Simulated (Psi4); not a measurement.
# BCl3 (boron trichloride): TPSS/def2-SVPD

Aim: the vertical ionisation energy of BCl3 (boron trichloride) at TPSS/def2-SVPD, from 2 runs. 

The calculation is run with Psi4 1.11.

1 further run of the same task is left out (set aside as unsound or not needed).

## Step 1: The system as given

BCl3: 4 atoms, total charge 0, spin state singlet. As SMILES, `ClB(Cl)Cl`. The shape is that of a GFN2-xTB optimisation.

Bond lengths: B1–Cl2 1.722 Å, B1–Cl3 1.723 Å, B1–Cl4 1.724 Å. Angles: Cl2–B1–Cl3 120.0°, Cl2–B1–Cl4 120.0°, Cl3–B1–Cl4 120.0°.

## Step 2: A single-point energy at TPSS/def2-SVPD

input.dat reads:

```
memory 1600 MB

molecule molecule1 {
  B      0.000530     0.000400     0.004030
  Cl     1.722160    -0.027500     0.011870
  Cl    -0.837250     1.505610    -0.018540
  Cl    -0.885440    -1.478510     0.002640
  symmetry c1
  no_reorient
  no_com
}

set {
  basis def2-SVPD
  puream true
  e_convergence 1e-09
  d_convergence 1e-08
  scf_type pk
  dft_radial_points 99
  dft_spherical_points 590
}

e_tot, wfn = energy('tpss', return_wfn=True)
oeprop(wfn, 'MULLIKEN_CHARGES', 'WIBERG_LOWDIN_INDICES', 'QUADRUPOLE', title='TPSS')
```

On the command line:

```sh
psi4 -n 1 input.dat output.dat
```

output.dat:

```text
[...]
  Running in c1 symmetry.
[...]
  Nuclear repulsion =  232.068676989029029
[...]
  Multiplicity = 1
[...]
  Nalpha       = 28
  Nbeta        = 28
[...]
    Number of basis functions: 101
[...]
   @RKS iter   1: -1405.12247771381294    2.01155e-01   3.84422e-03 ADIIS/DIIS
[...]
   @RKS iter  10: -1405.20752653103796   -1.56888e-11   8.77333e-10 DIIS
[...]
    Orbital Energies [Eh]
    ---------------------
    Doubly Occupied:
       1A   -101.010493     2A   -101.010368     3A   -101.010205
       4A     -9.282075     5A     -9.281936     6A     -9.281756
       7A     -7.066570     8A     -7.066437     9A     -7.066264
      10A     -7.060947    11A     -7.060809    12A     -7.060629
      13A     -7.058437    14A     -7.058301    15A     -7.058124
      16A     -6.747869    17A     -0.846087    18A     -0.796879
      19A     -0.796573    20A     -0.494159    21A     -0.430188
      22A     -0.430064    23A     -0.386161    24A     -0.325454
      25A     -0.325380    26A     -0.321724    27A     -0.321526
      28A     -0.289959
[...]
  @RKS Final Energy: -1405.20752653103796
   => Energetics <=
    Nuclear Repulsion Energy =            232.0686769890290293
    One-Electron Energy =               -2400.1768178073289164
    Two-Electron Energy =                 851.7753332493308562
    DFT Exchange-Correlation Energy =     -88.8747189620687834
    Empirical Dispersion Energy =           0.0000000000000000
    VV10 Nonlocal Energy =                  0.0000000000000000
    Total Energy =                      -1405.2075265310379564
[...]
 Multipole Moments:
 ------------------------------------------------------------------------------------
     Multipole            Electronic (a.u.)      Nuclear  (a.u.)        Total (a.u.)
 ------------------------------------------------------------------------------------
 L = 1.  Multiply by 2.5417464519 to convert [e a0] to [Debye]
 Dipole X            :          0.0152604           -0.0120187            0.0032418
 Dipole Y            :          0.0112150           -0.0090707            0.0021443
 Dipole Z            :          0.0933752           -0.0913872            0.0019880
 Magnitude           :                                                    0.0043657
 L = 2.  Multiply by 1.3450342976 to convert [e a0^2] to [Debye ang]
 Quadrupole XX       :       -302.4984275          270.2012420          -32.2971855
 Quadrupole XY       :         -0.0771767            0.0728852           -0.0042915
[...]
  Mulliken Charges: (a.u.)
   Center  Symbol    Alpha    Beta     Spin     Total
       1     B     1.87949  1.87949  0.00000  1.24103
       2    CL     8.70639  8.70639  0.00000 -0.41279
       3    CL     8.70681  8.70681  0.00000 -0.41361
       4    CL     8.70731  8.70731  0.00000 -0.41463
   Total alpha = 28.00000, Total beta = 28.00000, Total charge =  0.00000
  Wiberg Bond Indices using Orthogonal Lowdin Orbitals:
[...]
```

It took 15 s on 1 thread of Intel Xeon 6975P-C (Granite Rapids), shared host; peak memory 0.76 GiB.

## Step 3: The doublet cation: energy and gradient at UTPSS/def2-SVPD

bcl3.py reads:

```python
import psi4

psi4.set_memory(1600000000)
psi4.set_num_threads(1)
psi4.core.set_output_file('psi4.out', False)

molecule = psi4.geometry("""
1 2
B      0.000530     0.000400     0.004030
Cl     1.722160    -0.027500     0.011870
Cl    -0.837250     1.505610    -0.018540
Cl    -0.885440    -1.478510     0.002640
units angstrom
symmetry c1
no_reorient
no_com
""")

psi4.set_options({
    'basis': 'def2-SVPD',
    'reference': 'uks',
    'puream': True,
    'e_convergence': 1e-09,
    'd_convergence': 1e-08,
    'scf_type': 'pk',
    'dft_radial_points': 99,
    'dft_spherical_points': 590,
    'maxiter': 200,
})

result = psi4.gradient("tpss", molecule=molecule)
print('gradient / Eh bohr^-1')
print(result.np.round(6))
```

On the command line:

```sh
python bcl3.py
```

psi4.out:

```text
[...]
  Running in c1 symmetry.
[...]
  Nuclear repulsion =  232.068676989029029
[...]
  Multiplicity = 2
[...]
  Nalpha       = 28
  Nbeta        = 27
[...]
    Number of basis functions: 101
[...]
   @UKS iter   1: -1404.76961550019428    5.54017e-01   2.54991e-03 DIIS/ADIIS
[...]
   @UKS iter  12: -1404.80463546301121   -1.34150e-11   9.38038e-09 DIIS
[...]
   @S^2 Observed:                7.517903385E-01
[...]
    Orbital Energies [Eh]
    ---------------------
    Alpha Occupied:
       1A   -101.272887     2A   -101.272846     3A   -101.272774
       4A     -9.541673     5A     -9.541658     6A     -9.541622
       7A     -7.324555     8A     -7.324515     9A     -7.324481
      10A     -7.324417    11A     -7.324402    12A     -7.324379
      13A     -7.317972    14A     -7.317968    15A     -7.317963
      16A     -6.981964    17A     -1.094346    18A     -1.047108
      19A     -1.046986    20A     -0.731647    21A     -0.670756
      22A     -0.670723    23A     -0.617452    24A     -0.577319
      25A     -0.577225    26A     -0.555749    27A     -0.555700
      28A     -0.548012
    Alpha Virtual:
[...]
  @UKS Final Energy: -1404.80463546301121
   => Energetics <=
    Nuclear Repulsion Energy =            232.0686769890290293
    One-Electron Energy =               -2386.1721489891042438
    Two-Electron Energy =                 837.8143598471539235
    DFT Exchange-Correlation Energy =     -88.5155233100898471
    Empirical Dispersion Energy =           0.0000000000000000
    VV10 Nonlocal Energy =                  0.0000000000000000
    Total Energy =                      -1404.8046354630112091
[...]
 Multipole Moments:
 ------------------------------------------------------------------------------------
     Multipole            Electronic (a.u.)      Nuclear  (a.u.)        Total (a.u.)
 ------------------------------------------------------------------------------------
 L = 1.  Multiply by 2.5417464519 to convert [e a0] to [Debye]
 Dipole X            :          0.0121981           -0.0120187            0.0001794
 Dipole Y            :          0.0091796           -0.0090707            0.0001089
 Dipole Z            :          0.0920306           -0.0913872            0.0006435
 Magnitude           :                                                    0.0006768
[...]
  -Total Gradient:
     Atom            X                  Y                   Z
    ------   -----------------  -----------------  -----------------
       1        0.000535266757     0.000353451810     0.000528067378
       2       -0.010222928264     0.000187450351    -0.000253265102
       3        0.004839734803    -0.008601004184    -0.000076908850
       4        0.004855617406     0.008060414300    -0.000197400668
[...]
```

The script printed:

```text
gradient / Eh bohr^-1
[[ 5.3500e-04  3.5300e-04  5.2800e-04]
 [-1.0223e-02  1.8700e-04 -2.5300e-04]
 [ 4.8400e-03 -8.6010e-03 -7.7000e-05]
 [ 4.8560e-03  8.0600e-03 -1.9700e-04]]
```

Wall time 31 s (1 thread of Intel Xeon 6975P-C (Granite Rapids), shared host); peak memory 0.76 GiB.

## Step 4: What came out

Level: TPSS/def2-SVPD.

```
                                          quantity           value
                        singlet BCl3: total energy  -1405.20753 Eh
                       singlet BCl3: dipole moment          0.01 D
                         singlet BCl3: HOMO energy        -7.89 eV
                         singlet BCl3: LUMO energy        -2.60 eV
                       singlet BCl3: HOMO–LUMO gap         5.29 eV
                      doublet cation: total energy  -1404.80464 Eh
doublet cation: HOMO energy (highest over α and β)       -14.91 eV
 doublet cation: LUMO energy (lowest over α and β)       -14.06 eV
                              doublet cation: ⟨S²⟩           0.752
          doublet cation: largest force on an atom      0.526 eV/Å
vertical ionisation energy (to the doublet cation)       10.963 eV
```

**Reading.** Removing an electron at fixed nuclei costs 10.96 eV (253 kcal/mol). The negative HOMO energy of the first species, 7.89 eV, lies 3.07 eV below that difference.
